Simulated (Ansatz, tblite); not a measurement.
# The cluster Li₁₄: one state, many levels

The task here is to estimate one member of a computed series from the others.

The runs use Ansatz 0.2.0, Gaussian basis; as each input shows.

Plan: GFN1-xTB, GFN2-xTB, PBE/def2-TZVP, r2SCAN/def2-TZVP, BHLYP/def2-TZVP, B2PLYP/def2-TZVP, r2SCANh/def2-TZVP, B3LYP/def2-TZVP, LDA/def2-TZVP, r2SCAN0/def2-TZVP, HF/def2-TZVP, PBE/def2-SVP, PBE0/def2-SVP, HF/6-31G, B3LYP/6-31G, PBE0/def2-TZVPD, PBE/def2-TZVPD, r2SCAN/def2-TZVPD, CCSD(T)/def2-SVP, MP2/def2-TZVP, RPA/def2-TZVP.

## The geometry

The singlet was relaxed beforehand with B3LYP/def2-SVP. At that level it is the lowest of the isomers that a small search found.

14 atoms, charge 0, spin multiplicity 1.

Bond lengths: Li1–Li2 3.044 Å, Li1–Li5 2.841 Å, Li1–Li9 3.020 Å, Li2–Li3 2.698 Å, Li2–Li5 2.996 Å, Li2–Li6 2.976 Å, Li2–Li7 2.909 Å, Li2–Li8 3.015 Å, Li2–Li14 3.058 Å, Li3–Li5 3.025 Å, Li3–Li6 3.041 Å, Li3–Li7 2.998 Å, Li3–Li13 3.012 Å, Li3–Li14 3.012 Å, Li4–Li8 3.044 Å, Li4–Li13 2.978 Å, Li5–Li9 2.859 Å, Li5–Li10 3.058 Å and more. Angles: Li2–Li1–Li5 61.1°, Li2–Li1–Li9 61.8°, Li5–Li1–Li9 58.3°, Li1–Li2–Li3 112.9°, Li1–Li2–Li5 56.1°, Li1–Li2–Li6 125.7°, Li1–Li2–Li7 65.2°, Li1–Li2–Li8 113.4°, Li1–Li2–Li14 166.7°, Li3–Li2–Li5 63.9°, Li3–Li2–Li6 64.6°, Li3–Li2–Li7 64.5°, Li3–Li2–Li8 107.1°, Li3–Li2–Li14 62.7°, Li5–Li2–Li6 120.1°, Li5–Li2–Li7 65.1°, Li5–Li2–Li8 103.8°, Li5–Li2–Li14 113.0° and more.

Coordinates:

| atom | x (Å) | y (Å) | z (Å) |
| --- | --- | --- | --- |
| Li1 | -2.9768 | 0.1350 | 1.4045 |
| Li2 | -0.0397 | 0.7575 | 0.9042 |
| Li3 | 0.5282 | 1.1168 | -1.7091 |
| Li4 | 3.9878 | -2.3153 | 0.0044 |
| Li5 | -1.7925 | -0.7040 | -1.0373 |
| Li6 | 1.0762 | 3.4236 | 0.1959 |
| Li7 | -1.9089 | 2.4350 | -0.5630 |
| Li8 | 1.8274 | -1.3749 | 1.9309 |
| Li9 | -1.0267 | -2.1689 | 1.2958 |
| Li10 | -3.8187 | -2.6621 | 0.1520 |
| Li11 | 1.4332 | -4.1237 | 0.8101 |
| Li12 | -1.0761 | -3.6362 | -1.1378 |
| Li13 | 1.1681 | -1.6380 | -0.6736 |
| Li14 | 2.9098 | 0.7417 | 0.0961 |

PBE0/def2-TZVP was run before; its log isn't repeated, and its numbers join the tables.

The first run:

Tight binding, by tblite at 300 K electronic temperature and without a spin-polarisation term:

```python
tblite.interface.Calculator('GFN1-xTB', numbers, positions, charge=0, uhf=0).singlepoint()
```

Tight binding, by tblite at 300 K electronic temperature and without a spin-polarisation term:

```python
tblite.interface.Calculator('GFN2-xTB', numbers, positions, charge=0, uhf=0).singlepoint()
```

start.molden holds the orbitals of an earlier run on this state, given as this run's starting guess.

Contents of in.yaml:

```yaml
crystal:
  periodic: [false, false, false]
  atoms:
    - {symbol: Li, position_ang: [-2.976837, 0.134959, 1.404485]}
    - {symbol: Li, position_ang: [-0.039662, 0.757512, 0.904214]}
    - {symbol: Li, position_ang: [0.528174, 1.116814, -1.709073]}
    - {symbol: Li, position_ang: [3.987811, -2.315343, 0.004399]}
    - {symbol: Li, position_ang: [-1.792475, -0.704030, -1.037281]}
    - {symbol: Li, position_ang: [1.076165, 3.423556, 0.195912]}
    - {symbol: Li, position_ang: [-1.908920, 2.435022, -0.562994]}
    - {symbol: Li, position_ang: [1.827368, -1.374944, 1.930884]}
    - {symbol: Li, position_ang: [-1.026732, -2.168949, 1.295829]}
    - {symbol: Li, position_ang: [-3.818669, -2.662149, 0.151994]}
    - {symbol: Li, position_ang: [1.433241, -4.123710, 0.810080]}
    - {symbol: Li, position_ang: [-1.076111, -3.636155, -1.137816]}
    - {symbol: Li, position_ang: [1.168072, -1.638041, -0.673595]}
    - {symbol: Li, position_ang: [2.909775, 0.741659, 0.096063]}
basis:
  gaussian: {orbitals: def2-TZVP, initial_orbitals: start.molden}
hamiltonian: {xc: pbe}
scf: {omitted_lower_state_checks: [starts]}
output: {orbitals: {seedname: orbitals}}
```

Launch:

```
> ansatz run in.yaml --threads 4 --pin off --events-out ev --progress --plain --max-ram 3916MiB
```

Steps of the session up to this table: PBE/def2-TZVP; r2SCAN/def2-TZVP; BHLYP/def2-TZVP; B2PLYP/def2-TZVP; r2SCANh/def2-TZVP; B3LYP/def2-TZVP; LDA/def2-TZVP; r2SCAN0/def2-TZVP; HF/def2-TZVP; PBE/def2-SVP; PBE0/def2-SVP; HF/6-31G; B3LYP/6-31G; PBE0/def2-TZVPD; PBE/def2-TZVPD; r2SCAN/def2-TZVPD; CCSD(T)/def2-SVP; MP2/def2-TZVP; RPA/def2-TZVP.

One table of the session follows, with a row left open; its other results are not shown here.

| level | HOMO (eV) | LUMO (eV) | gap (eV) |
| --- | --- | --- | --- |
| HF/6-31G | -3.96 | 0.16 | 4.12 |
| HF/def2-TZVP | -3.99 | 0.14 | 4.13 |
| LDA/def2-TZVP | -3.07 | -2.29 | 0.78 |
| PBE/def2-SVP | -2.99 | -2.22 | 0.78 |
| PBE/def2-TZVP | -3.03 | -2.24 | 0.80 |
| PBE/def2-TZVPD | -3.03 | -2.24 | 0.79 |
| r2SCAN/def2-TZVP | -3.04 | -2.15 | 0.89 |
| r2SCAN/def2-TZVPD | -3.03 | -2.14 | 0.89 |
| r2SCANh/def2-TZVP | -3.18 | -1.99 | 1.20 |
| B3LYP/6-31G | -3.17 | -1.70 | 1.47 |
| B3LYP/def2-TZVP | -3.21 | -1.75 | 1.47 |
| PBE0/def2-SVP | -3.36 | -1.75 | 1.60 |
| PBE0/def2-TZVP | -3.41 | -1.78 | 1.63 |
| PBE0/def2-TZVPD | -3.41 | -1.78 | 1.62 |
| r2SCAN0/def2-TZVP | ? | ? | ? |
| BHLYP/def2-TZVP | -3.56 | -1.09 | 2.47 |

**Question.** Estimate the row for r2SCAN0/def2-TZVP.

Worked estimate for «HOMO (eV)». Against the share of exact exchange, r2SCAN/def2-TZVP (0, -3.04), r2SCANh/def2-TZVP (0.1, -3.18) give a slope of -1.40 per unit share; at 0.25 the line stands at -3.39.

The run gave: HOMO (eV): -3.41; LUMO (eV): -1.75; gap (eV): 1.66. In «HOMO (eV)» the line misses by +0.02.

Caveats from the session: † marks a level with a doubtful state (flagged, unstable or spin-contaminated).
